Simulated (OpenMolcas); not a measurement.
# Ir⁺: CASSCF and CASPT2 terms and fine-structure levels

Aim: the low terms and levels of Ir⁺, with their order and spacing, then second-order correlation under several settings.

The numbers are computed with OpenMolcas 26.06 (state-averaged CASSCF and CASPT2, spin-orbit coupling by RASSI with atomic mean-field integrals), except any that are marked as measured or tabulated.

### Step 1. What is computed

| Quantity | Value |
| --- | --- |
| Species | Ir⁺ (iridium, Z = 77, 76 electrons) |
| Basis | ANO-RCC-VQZP [9s8p6d4f2g1h], 120 functions |
| Scalar Hamiltonian | DKH2, point nucleus |
| Inactive shells | 1s 2s 2p 3s 3p 3d 4s 4p 4d 4f 5s 5p |
| Active space | 8 electrons in 5 orbitals (5d) |
| Some configurations of this space | 5d8 |
| Orbitals | optimised for each spin and parity, averaged over all roots |

Outer shells as boxes (Hund's rule):

5d8
```
5d [↑↓][↑↓][↑↓][↑ ][↑ ]
```

The work runs as a chain of OpenMolcas steps in one folder; each step below is one input file. Labels, J, g values, rates, χT and fits are worked out afterwards by a script from the matrices that RASSI stores.

### Step 2. One- and two-electron integrals

a.inp

```
&GATEWAY
Coord
1

Ir 0.0 0.0 0.0
Basis=ANO-RCC-VQZP
Group=XYZ
NoMove
AngMom=0.0 0.0 0.0
AMFI
&SEWARD
```

Launch:

```console
$ OMP_NUM_THREADS=1 MOLCAS_MEM=1689 MOLCAS_PROJECT=a pymolcas a.inp > a.log
```

### Step 3. CASSCF: triplets of even parity, 10 roots

a.inp

```
&RASSCF
FileOrb=start.orb
Symmetry=1
Spin=3
nActEl=8 0 0
Inactive=15 19
Ras2=5 0
CIRoot=10 10 1
SDav=10
CIMx=300
Iter=120 100
PrWF=0.3
OrbListing=Nothing
MaxOrb=0
Atom
>>> COPY $Project.JobIph JOB001
```

start.orb holds the contracted functions of the basis, ordered by shell, or the orbitals of the step before.

### Step 4. Reference wave functions, singlets of even parity, 15 roots

a.inp

```
&RASSCF
FileOrb=start.orb
Symmetry=1
Spin=1
nActEl=8 0 0
Inactive=15 19
Ras2=5 0
CIRoot=15 15 1
SDav=15
CIMx=300
Iter=120 100
PrWF=0.3
OrbListing=Nothing
MaxOrb=0
Atom
>>> COPY $Project.JobIph JOB002
```

### Step 5. RASSI: spin-orbit coupling between the states

a.inp

```
&RASSI
NrOfJobIphs=2 10 15
1 2 3 4 5 6 7 8 9 10
1 2 3 4 5 6 7 8 9 10 11 12 13 14 15
IphNames
JOB001
JOB002
EJob
SpinOrbit
DIPRint=1.0
SOCoupling=1000.0
Subsets=2
MEES
Property=10
'ANGMOM' 1 'ANGMOM' 2 'ANGMOM' 3 'MLTPL  1' 1 'MLTPL  1' 2 'MLTPL  1' 3
'AMFI' 1 'AMFI' 2 'AMFI' 3 'MLTPL  2' 6
SOProperty=3
'ANGMOM' 1 'ANGMOM' 2 'ANGMOM' 3
```

### Step 6. CASPT2: IPEA 0.25, imaginary shift 0.1 (closed shells correlated: 5s 5p)

a.inp

```
>>> COPY JOB001 $Project.JobIph
&CASPT2
Multistate=10 1 2 3 4 5 6 7 8 9 10
Frozen=14 16
IPEA=0.25
Imaginary=0.1
MaxIter=60
WThr=0.0 0.3 0.05
PrWF=0.5
NoMix
>>> COPY JOB002 $Project.JobIph
&CASPT2
Multistate=15 1 2 3 4 5 6 7 8 9 10 11 12 13 14 15
Frozen=14 16
IPEA=0.25
Imaginary=0.1
MaxIter=60
WThr=0.0 0.3 0.05
PrWF=0.5
NoMix
```

### Step 7. CASPT2: IPEA 0.25, imaginary shift 0.1 (closed shells correlated: 5s 5p), extended multistate

a.inp, as its differences from that of step 6:

```diff
@@ -2,3 +2,3 @@
 &CASPT2
-Multistate=10 1 2 3 4 5 6 7 8 9 10
+XMultistate=10 1 2 3 4 5 6 7 8 9 10
 Frozen=14 16
@@ -12,3 +12,3 @@
 &CASPT2
-Multistate=15 1 2 3 4 5 6 7 8 9 10 11 12 13 14 15
+XMultistate=15 1 2 3 4 5 6 7 8 9 10 11 12 13 14 15
 Frozen=14 16
```

(Steps that only read results are left out.)

**Question.** What will these runs give? Wanted: lowest level; first excited level; spin-orbit lowering of the lowest level; strongest of the lines computed, by gA.

As calculated:

```
                                                                                      quantity                                                                        value
                                                                                        method  SS-CASPT2, IPEA 0.25, imaginary shift 0.1 (closed shells correlated: 5s 5p)
                                                                                  lowest level                                        5d8 3F4, 96 % of that term, g = 1.241
                                                                   ground level listed by NIST                                                                          5F5
                                                                           first excited level                                                         5d8 1D2 at 5340 cm-1
                                                       spin-orbit lowering of the lowest level                                                                    6164 cm-1
strongest of the lines computed, by gA (one parity, so forbidden lines), at SS-CASPT2 energies                                5d8 1D2 → 5d8 3F3, 781.8 nm, A = 2.22e+01 s⁻¹
```

What each method costs and misses:

```tsv
method	time of its own steps	time with the reference	mean absolute difference from method B (cm-1)
A. CASSCF	10 s	10 s	2800
B. SS-CASPT2, IPEA 0.25, imaginary shift 0.1, +5s 5p	15 s	26 s	0
C. XMS-CASPT2, IPEA 0.25, imaginary shift 0.1, +5s 5p	5.9 s	16 s	250
```

Times are of one thread on a shared host.

The multiplet 3F is inverted. Second-order correlation (method B) scales the levels of the lowest configuration above 5000 cm⁻¹ by 0.79 to 1.01. Only the configurations of the active space and the roots asked for are present. The ground level that NIST lists is not among them. CASPT2 does not keep the components of a term degenerate, and the means are used. The free ion's ground configuration, as NIST lists it, lies outside this active space, so the lowest level here need not be the ground level. Only valence configurations of the active space appear, up to the ionisation limit; * or ° marks odd parity.
